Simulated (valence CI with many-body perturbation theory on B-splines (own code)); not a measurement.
# Levels and ionisation energy of Bi⁴³⁺

What does CI with core correlation give for the spectrum of Bi⁴³⁺? Levels and ionisation energy come from one run, set against NIST.

Program: an in-house CI+MBPT code version 3. Level of theory: configuration interaction of the valence electrons, many-body perturbation theory for a frozen closed Dirac-Fock core, no-pair Dirac Hamiltonian, B-spline basis. These are calculated values, not measurements, unless marked.

**1. The atom as given**

| Item | Value |
| --- | --- |
| element | bismuth (Z = 83, A = 209) |
| charge | +43 |
| frozen core | [Kr] |
| start configuration of the valence electrons | 4d4 |
| nuclear rms radius | 5.5211 fm |

**2. The run**

Settings, as recorded:

```ini
atom Bi  Z=83  mass_number=209  rms_radius_fm=5.5211
core [Kr]
valence 4d4
avg = 1
basis = L
breit = 1
cap = 40000
capref = 1200
cscale = 1
de = 0.0
dress = 0
eps = 2e-08
h = 0.27
hh = 1
l2 = 3
lcore = 6
maxit = 60
n2 = 5
natural = 1
nlev = 60
nno = [6, 6, 7, 6, 4, 3, 1]
nroot = 26
nsp = [3, 3, 3, 2, 1, 0, 0]
pt2 = 1
qed = 1
rpa = 1
s1 = 1
s2 = 1
s3 = 1
screen = 1
tol = 2e-05
```

The run is started by

```console
> python run_cv.py task.json out
```

task.json holds these settings.

Output:

```text
rmax 3.4 intervals 57 orbitals 81 references ['4d4', '4d3 4f', '4d2 4f2', '4d3 5s', '4d3 5p'] scf 4
2J=3 par=0 roots 2 ref 38 generators 4 cand 4555/11505 P 1256/3174 nnz 2.9e+06 it 5
2J=3 par=0 roots 2 ref 38 generators 8 cand 6094/15295 P 1813/4695 nnz 5.6e+06 it 4
   second order: generators 10 cand 6947/17379 e2 -0.00002 -0.00001
reference levels 697, estimated 34, window 1225870 1/cm; series limit 11250227, core excitation 1550487
2J=0 par=0 roots 5 ref 26 generators 9 cand 13799/34146 P 3221/6422 nnz 7e+06 it 4
2J=0 par=0 roots 5 ref 26 generators 11 cand 11793/30248 P 4274/9250 nnz 1.1e+07 it 5
   second order: generators 14 cand 15057/40477 e2 -0.00004 -0.00001
2J=2 par=0 roots 4 ref 44 generators 7 cand 15091/100281 P 1487/7993 nnz 1.5e+07 it 5
2J=2 par=0 roots 4 ref 44 generators 10 cand 14059/94829 P 3403/17899 nnz 6.1e+07 it 5
   second order: generators 11 cand 15077/107525 e2 -0.00007 -0.00004
2J=8 par=0 roots 7 ref 85 generators 9 cand 15438/188353 P 921/7990 nnz 1.5e+07 it 4
2J=8 par=0 roots 7 ref 85 generators 12 cand 14812/182936 P 2988/24984 nnz 1.3e+08 it 5
   second order: generators 15 cand 15787/216537 e2 -0.00021 -0.00011
2J=4 par=0 roots 8 ref 78 generators 11 cand 15461/152246 P 1048/7993 nnz 1.4e+07 it 5
2J=4 par=0 roots 8 ref 78 generators 12 cand 14733/146824 P 3557/25785 nnz 1.3e+08 it 7
   second order: generators 15 cand 15248/164531 e2 -0.00012 -0.00006
2J=6 par=0 roots 6 ref 77 generators 7 cand 15459/181147 P 893/7998 nnz 1.6e+07 it 5
2J=6 par=0 roots 6 ref 77 generators 10 cand 14854/175725 P 2870/24301 nnz 1.2e+08 it 7
   second order: generators 12 cand 15919/204571 e2 -0.00017 -0.00011
2J=10 par=0 roots 2 ref 63 generators 3 cand 12080/148896 P 927/7993 nnz 1.7e+07 it 4
2J=10 par=0 roots 2 ref 63 generators 7 cand 14543/169146 P 2758/22798 nnz 1.2e+08 it 5
   second order: generators 8 cand 12712/154341 e2 -0.00008 -0.00007
2J=12 par=0 roots 2 ref 54 generators 2 cand 3841/23839 P 1190/7997 nnz 1.7e+07 it 4
2J=12 par=0 roots 2 ref 54 generators 7 cand 13744/142715 P 2901/19353 nnz 8.4e+07 it 5
   second order: generators 9 cand 15075/179389 e2 -0.00006 -0.00006
left out: unestimated 2104483, estimated 2049127928, shifts from estimates -48 to 60
```

Run time: 2 min. Hardware: 1 thread of Arm Neoverse V2, shared host; peak memory 1.2 GiB.

In the log, the blocks before «reference levels» are the next ion; each later block is one J and parity (par 1 is odd): roots sought, reference size, generators, candidates and the variational space P (configurations/state functions), Hamiltonian entries, Davidson iterations; e2 is the second-order remainder in hartree. Σ1, Σ2 and Σ3 are the one-, two- and three-electron terms by which the core's correlation enters. In the settings nsp and nno count spectroscopic and correlating orbitals by l, and s1, s2, s3 switch or scale the Σ terms.

**3. The level list**

Levels from the run's result record, above the lowest; ° marks odd parity; each level is named by its leading configuration and LS term. The first 32 of 34 are listed.

```
 #    level  configuration weight  term weight  energy (eV)      g  lifetime (s)
 0  4d4 ³P0                  1.00         0.60         0.00      -             -
 1  4d4 ⁵D1                  1.00         0.57        29.49  1.496      3.02e-06
 2  4d4 ³F4                  1.00         0.28        35.34  1.063             -
 3  4d4 ⁵D2                  1.00         0.32        36.37  1.201      3.69e-04
 4  4d4 ³F3                  1.00         0.30        37.84  1.116      1.18e-02
 5  4d4 ⁵D0                  1.00         0.67        63.07      -      1.24e-06
 6  4d4 ⁵D2                  1.00         0.54        63.25  1.294      1.73e-06
 7  4d4 ³H4                  1.00         0.40        64.68  1.145      2.98e-06
 8  4d4 ⁵D3                  1.00         0.49        65.25  1.183      3.01e-06
 9  4d4 ³H5                  1.00         0.67        67.38  1.084      5.95e-06
10  4d4 ¹I6                  1.00         0.54        69.05  1.071      1.48e-02
11  4d4 ³D1                  1.00         0.43        69.23  1.066      3.04e-06
12  4d4 ³F3                  1.00         0.45        70.77  1.064      4.46e-06
13  4d4 ³G4                  1.00         0.54        71.28  1.033      1.43e-05
14  4d4 ³F2                  1.00         0.34        71.85  1.076      9.68e-06
15  4d4 ³F2                  1.00         0.52        77.54  0.978      2.39e-06
16  4d4 ³F4                  1.00         0.65        79.67  1.182             -
17  4d4 ¹D2                  1.00         0.45        85.18  1.112      3.68e-05
18  4d4 ³P0                  0.99         0.53        92.37      -      6.71e-06
19  4d4 ⁵D4                  1.00         0.39        98.42  1.171      1.39e-06
20  4d4 ³F3                  1.00         0.42        98.87  1.208      1.24e-06
21  4d4 ³D1                  1.00         0.48       101.13  1.015      9.99e-07
22  4d4 ³G5                  1.00         0.67       101.97  1.139      2.51e-06
23  4d4 ³H6                  1.00         0.54       102.49  1.084      2.98e-06
24  4d4 ³F2                  1.00         0.46       105.41  1.063      1.56e-06
25  4d4 ³D3                  1.00         0.36       106.36  1.088      2.10e-06
26  4d4 ¹S0                  1.00         0.74       109.61      -      2.71e-06
27  4d4 ³P1                  1.00         0.88       112.68  1.404      1.75e-06
28  4d4 ³F3                  1.00         0.64       112.83  1.058      2.48e-06
29  4d4 ¹G4                  1.00         0.64       113.42  1.051      2.18e-06
30  4d4 ¹D2                  1.00         0.59       114.82  1.117      2.42e-06
31  4d4 ³F4                  1.00         0.46       136.60  1.167      9.75e-07
```

**4. The Hamiltonian term by term**

The same run repeats the diagonalisation with simpler Hamiltonians; each column adds a term to the one before, and the last is the full result. Excitation energies in eV:

| level | valence CI alone | + Σ1 | + Σ2 | + Σ3 | + Breit | full, with QED |
| --- | --- | --- | --- | --- | --- | --- |
| 4d4 ⁵D1 | 29.75 | 29.88 | 29.95 | 30.04 | 29.40 | 29.49 |
| 4d4 ³F4 | 36.31 | 36.44 | 36.13 | 36.10 | 35.26 | 35.34 |
| 4d4 ⁵D2 | 37.07 | 37.20 | 37.01 | 37.02 | 36.28 | 36.37 |
| 4d4 ³F3 | 38.75 | 38.89 | 38.55 | 38.51 | 37.76 | 37.84 |
| 4d4 ⁵D0 | 63.67 | 63.92 | 64.13 | 64.13 | 62.90 | 63.07 |
| 4d4 ⁵D2 | 64.00 | 64.25 | 64.27 | 64.34 | 63.08 | 63.25 |
| 4d4 ³H4 | 65.77 | 66.03 | 65.90 | 65.95 | 64.51 | 64.68 |
| 4d4 ⁵D3 | 66.31 | 66.57 | 66.42 | 66.43 | 65.07 | 65.25 |
| ionisation energy (eV) | 2187.45 | 2190.36 | 2192.93 | 2192.93 | 2191.22 | 2191.36 |

**5. Lines**

Only forbidden lines are listed; the levels computed give no E1 line. Rates are at computed energies, electric ones in the length gauge, E1 and E2 with static core polarisation; wavelengths are in vacuum.

| upper | lower | type | λ (nm) | A (1/s) | branching |
| --- | --- | --- | --- | --- | --- |
| 3: 4d4 ⁵D2 | 1: 4d4 ⁵D1 | M1 | 180.3 | 2.43e+03 | 0.90 |
| 4: 4d4 ³F3 | 2: 4d4 ³F4 | M1 | 495.7 | 6.53e+01 | 0.77 |
| 10: 4d4 ¹I6 | 9: 4d4 ³H5 | M1 | 742.8 | 1.69e+01 | 0.25 |
| 4: 4d4 ³F3 | 3: 4d4 ⁵D2 | M1 | 839.3 | 1.93e+01 | 0.23 |

**6. Results**

| quantity | computed | tabulated |
| --- | --- | --- |
| lowest level | 4d4 ³P0 | 4d4 ⁵D0 |
| first excitation | 4d4 ⁵D1, 29.49 eV | - |
| ionisation energy, to 4d3 ⁴F J = 3/2 | 2191.4 eV | 2190 ± 4 eV (tabulated theoretical) |
| no level missing from the run's list below | 153.79 eV | - |

What this shows: The ionisation energy is 1.4 eV (0.06 %) above the NIST entry, whose uncertainty is 4 eV. Of the added terms Σ1 moves the ionisation energy most, by +2.91 eV. The lowest level is 100 % 4d4, but only 60 % ³P beside 26 % ⁵D, so its LS name says little. Cautions: the list stops below the first excitations out of the core; by estimate large intervals hold to a few tenths of a per cent, small ones and the rates on them less well; only levels of one parity were solved.
